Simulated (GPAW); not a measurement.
# Pt2F (Fm-3m) in GPAW: a series of runs, part 2 of 2

GPAW 26.7.0. The steps go on from the part before.

## Step 4: Relaxation of cell and atoms, PBE, target pressure 30 GPa, at which the enthalpy is minimised

run.py reads:

```python
from ase import Atoms
from ase.filters import FrechetCellFilter
from ase.io import write
from ase.optimize import BFGS
from ase.units import GPa
from gpaw import GPAW, PW

atoms = Atoms(['Pt', 'Pt', 'F'],
              cell=[[0.0, 2.85243, 2.85243],
                    [2.85243, 0.0, 2.85243],
                    [2.85243, 2.85243, 0.0]],
              scaled_positions=[[0.25, 0.25, 0.25],
                                [0.75, 0.75, 0.75],
                                [0.0, 0.0, 0.0]],
              pbc=True)

calc = GPAW(mode=PW(800),
            xc='PBE',
            kpts={'size': (8, 8, 8), 'gamma': True},
            occupations={'name': 'fermi-dirac', 'width': 0.05},
            nbands=35,
            convergence={'density': 1e-05, 'forces': 0.0001},
            maxiter=150,
            txt='gpaw.txt')
atoms.calc = calc
opt = BFGS(FrechetCellFilter(atoms, scalar_pressure=30 * GPa), trajectory='relax.traj', logfile='-')
done = opt.run(fmax=0.02, steps=60)
calc.write('gs.gpw')
write('result.traj', atoms)
print('Converged:', done)
print('Cell:', atoms.cell.cellpar().round(4))
print('Volume:', round(atoms.get_volume(), 4))
print(atoms.get_scaled_positions().round(5))
```

Potentials or basis: GPAW PAW data sets (gpaw-data 1.2.1), pw.

Launch:

```bash
$ OMP_NUM_THREADS=1 python run.py
```

gpaw.txt:

```text
__  _  _
 | _ |_)|_||  |
 |__||  | ||/\| - 26.7.0

Input parameters:
  mode=PW(ecut=800.0),
  convergence={'density': 1e-05, 'forces': 0.0001},
  kpts=MonkhorstPack(size=(8, 8, 8), gamma=True),
  maxiter=150,
  nbands=35,
  occupations=Occupations(name='fermi-dirac', width=0.05),
  xc=XC(name='PBE')

Diagonalizing LCAO Hamiltonian
Converting LCAO to pw mode

                    Pt

           Pt

       F

Atoms  # Å, Bohr magnetons
|   | symbol |        x |        y |        z |    initial magnetic moments |
|---|--------|----------|----------|----------|-----------------------------|
| 0 |     Pt | 1.426215 | 1.426215 | 1.426215 | ( 0.0000,  0.0000,  0.0000) |
| 1 |     Pt | 4.278645 | 4.278645 | 4.278645 | ( 0.0000,  0.0000,  0.0000) |
| 2 |      F | 0.000000 | 0.000000 | 0.000000 | ( 0.0000,  0.0000,  0.0000) |

Unit cell  # Å
| periodic |        x |        y |        z |  lengths |    angles |
|----------|----------|----------|----------|----------|-----------|
|      yes | 0.000000 | 2.852430 | 2.852430 | 4.033945 | 60.000000 |
|      yes | 2.852430 | 0.000000 | 2.852430 | 4.033945 | 60.000000 |
|      yes | 2.852430 | 2.852430 | 0.000000 | 4.033945 | 60.000000 |

Number of symmetries: 48
Symmetry operations  # r_c * U_cc + t_c -> r_c
|    | kind |            matrix            |
[... 857 lines left out ...]
|  7 |  C3  |  1, 0,-1,  0, 0,-1,  0, 1,-1 |
|  8 |  S6  |  1,-1, 0,  1, 0, 0,  1, 0,-1 |
[... 233 lines left out ...]
Stress tensor  # eV/Ang^3
|         x |         y |         z |
|-----------|-----------|-----------|
| -0.180754 |  0.000000 | -0.000000 |
|  0.000000 | -0.180754 | -0.000000 |
| -0.000000 | -0.000000 | -0.180754 |

Forces  # eV/Ang
|        x |       y |        z |
|----------|---------|----------|
|  0.00000 | 0.00000 |  0.00000 |  # Pt   0
| -0.00000 | 0.00000 | -0.00000 |  # Pt   1
|  0.00000 | 0.00000 |  0.00000 |  # F    2

Interpolating wave functions to new cell
[... 7 lines left out ...]
Atoms  # Å, Bohr magnetons
|   | symbol |         x |         y |        z |    initial magnetic moments |
|---|--------|-----------|-----------|----------|-----------------------------|
| 0 |     Pt |  1.354139 |  1.354139 | 1.354139 | ( 0.0000,  0.0000,  0.0000) |
| 1 |     Pt |  4.062417 |  4.062417 | 4.062417 | ( 0.0000,  0.0000,  0.0000) |
| 2 |      F | -0.000000 | -0.000000 | 0.000000 | ( 0.0000,  0.0000,  0.0000) |

Unit cell  # Å
| periodic |        x |        y |         z |  lengths |    angles |
|----------|----------|----------|-----------|----------|-----------|
|      yes | 0.000000 | 2.708278 |  2.708278 | 3.830084 | 60.000000 |
|      yes | 2.708278 | 0.000000 |  2.708278 | 3.830084 | 60.000000 |
|      yes | 2.708278 | 2.708278 | -0.000000 | 3.830084 | 60.000000 |

Number of symmetries: 48
Symmetry operations  # r_c * U_cc + t_c -> r_c
|    | kind |            matrix            |
|----|------|------------------------------|
|  0 |  σ   |  1, 0, 0,  1, 0,-1,  1,-1, 0 |
|  1 |  C2  |  1, 0, 0,  1,-1, 0,  1, 0,-1 |
|  2 |  E   |  1, 0, 0,  0, 1, 0,  0, 0, 1 |
|  3 |  σ   |  1, 0, 0,  0, 0, 1,  0, 1, 0 |
|  4 |  C4  |  1, 0,-1,  1, 0, 0,  1,-1, 0 |
|  5 |  S6  |  1, 0,-1,  1,-1, 0,  1, 0, 0 |
|  6 |  σ   |  1, 0,-1,  0, 1,-1,  0, 0,-1 |
|  7 |  C3  |  1, 0,-1,  0, 0,-1,  0, 1,-1 |
|  8 |  S6  |  1,-1, 0,  1, 0, 0,  1, 0,-1 |
[... 231 lines left out ...]
Stress tensor  # eV/Ang^3
|         x |         y |         z |
|-----------|-----------|-----------|
| -0.187049 |  0.000000 | -0.000000 |
|  0.000000 | -0.187049 | -0.000000 |
| -0.000000 | -0.000000 | -0.187049 |

Forces  # eV/Ang
|        x |        y |        z |
|----------|----------|----------|
|  0.00000 | -0.00000 | -0.00000 |  # Pt   0
| -0.00000 |  0.00000 | -0.00000 |  # Pt   1
|  0.00000 | -0.00000 |  0.00000 |  # F    2

# Writing to gs.gpw (mode='')
```

stdout:

```text
Step          Energy          fmax
BFGS:    0       -3.909911        2.956593
BFGS:    1       -4.233146        2.267510
BFGS:    2       -4.587245        0.605756
BFGS:    3       -4.615374        0.086283
BFGS:    4       -4.615151        0.002602
Converged: True
Cell: [ 3.8301  3.8301  3.8301 60.     60.     60.    ]
Volume: 39.7292
[[0.25 0.25 0.25]
 [0.75 0.75 0.75]
 [0.   0.   0.  ]]
```

Wall time 4.1 min (1 thread of Arm Neoverse V1, shared host); peak memory 0.25 GiB.

Results:

| Quantity | Value |
| --- | --- |
| Free energy | -12.0543 eV |
| Relaxed volume | 13.24 Å³/atom |
| Relaxed cell | a = 3.830 Å, b = 3.830 Å, c = 3.830 Å, α = 60.00°, β = 60.00°, γ = 60.00° |
| Space group after relaxing (to 0.05 Å) | Fm-3m (No. 225) |
| Energy change on relaxing (the enthalpy is what falls) | +180.5 meV/atom |
| Ionic steps | 5 |
| Pressure after relaxing | 30.0 GPa |
| Band gap on the k mesh | none (metal or under the smearing width) |

Step by step:
```tsv
step	energy change (eV)	largest force (eV/Å)	pressure (GPa)	volume (Å³)
1	0.0000	0.0000	-0.62	46.42
2	0.0347	0.0000	5.51	44.50
3	0.7571	0.0000	37.52	38.72
4	0.5142	0.0000	28.96	39.87
5	0.5416	0.0000	29.97	39.73
```

Final structure:
```xyz
3
Lattice="0.0000 2.7083 2.7083 2.7083 0.0000 2.7083 2.7083 2.7083 0.0000" Properties=species:S:1:pos:R:3 pbc="T T T"
Pt    1.3541    1.3541    1.3541
Pt    4.0624    4.0624    4.0624
F     0.0000    0.0000    0.0000
```

Caveat: later steps reuse the first step's grids; an odd number of electrons without spin polarisation forces a metal; a magnetic or distorted state may lie lower.

## Step 5: The runs side by side

```csv
cell,target pressure,gap on the mesh (eV),pressure (GPa)
relaxed to 10 GPa,10 GPa,none,9.9
relaxed to 20 GPa,20 GPa,none,20.0
relaxed to 30 GPa,30 GPa,none,30.0
```

Alike in all rows: task relaxation of cell and atoms; level PBE; potentials or basis GPAW PAW data sets (gpaw-data 1.2.1), pw; no spin polarisation; k mesh 8 × 8 × 8; cutoff (eV) 800; smearing fermi-dirac 0.05 eV.

Caveats: later steps reuse the first step's grids; an odd number of electrons without spin polarisation forces a metal; a magnetic or distorted state may lie lower.

Total energies depend on the potentials used, so only differences within one code and one set of settings carry meaning.
